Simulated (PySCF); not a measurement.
# A diatomic session: TlP

The task here is to estimate one member of a computed series from the others.

Program: PySCF 2.14.0. Level of theory: Tl x2c-TZVPPall, P x2c-TZVPPall, spin-free X2C with a Gaussian nucleus. These are calculated values, not measurements.

Set-up of the first run:

Settings of the job:

| Quantity | Value |
| --- | --- |
| atoms | Tl, P |
| charge | 0 |
| basis | Tl x2c-TZVPPall, P x2c-TZVPPall |
| Hamiltonian | spin-free X2C with a Gaussian nucleus |
| basis functions | 125 |
| electrons treated | 96 |
| masses in u | 204.9744, 30.9738 |
| levels | PBE0, PBE, r²SCAN, B2PLYP, r²SCANh, B97-3, B3LYP, ωB97M-V, HF, MP2, SCS-MP2, CCSD, CCSD(T) |
| grid | 80 radial by 434 angular points |
| occupations | held fixed by the projection of orbital angular momentum |
| dissociation limit | Tl + P, each in its ground configuration |
| starting distance in angstrom | 2.495 |
| values of 2S to try | 0, 2, 4 |

On the command line:

```
> OMP_NUM_THREADS=2 python dia.py task.json out
```

Among the steps run: Input; First curve: PBE0; Excited determinants; PBE; r²SCAN (meta-GGA); B2PLYP; r²SCANh (hybrid meta-GGA); B97-3 (global hybrid GGA); B3LYP (global hybrid GGA); ωB97M-V (range-separated hybrid); UHF; MP2 and coupled cluster.

One table of the session follows, with a row left open; its other results are not shown here.

It belongs to the step «The curves together». Energy (eV) from each level's lowest point:

```
R (Å)    UHF  UHF-MP2  UHF-SCS-MP2  UHF-CCSD  UHF-CCSD(T)
2.328  0.728    0.617        0.678       n/a          n/a
2.436  0.344    0.274        0.315     0.308        0.310
2.545      ?        ?            ?         ?            ?
2.626  0.037    0.019        0.030     0.028        0.029
2.707  0.000    0.000        0.000     0.000        0.000
2.788  0.002    0.018        0.008     0.010        0.009
2.897  0.047    0.084        0.063     0.065        0.062
3.032  0.147    0.218        0.188     0.180        0.176
3.194  0.289    0.446        0.419     0.358        0.352
3.411  0.439    0.772        0.763       n/a          n/a
```

Estimate the missing values for R (Å) = 2.545.

Worked estimate for «UHF». A straight line through the neighbours (2.436, 0.344) and (2.626, 0.037) gives 0.344 + (0.037 − 0.344) × (2.545 − 2.436) / (2.626 − 2.436) = 0.168; a parabola fitted to 4 rows on both sides gives 0.115.

**Answer.** UHF: 0.123; UHF-MP2: 0.085; UHF-SCS-MP2: 0.108; UHF-CCSD: 0.104; UHF-CCSD(T): 0.106. In «UHF» the line misses by +0.045 and the parabola by -0.008.
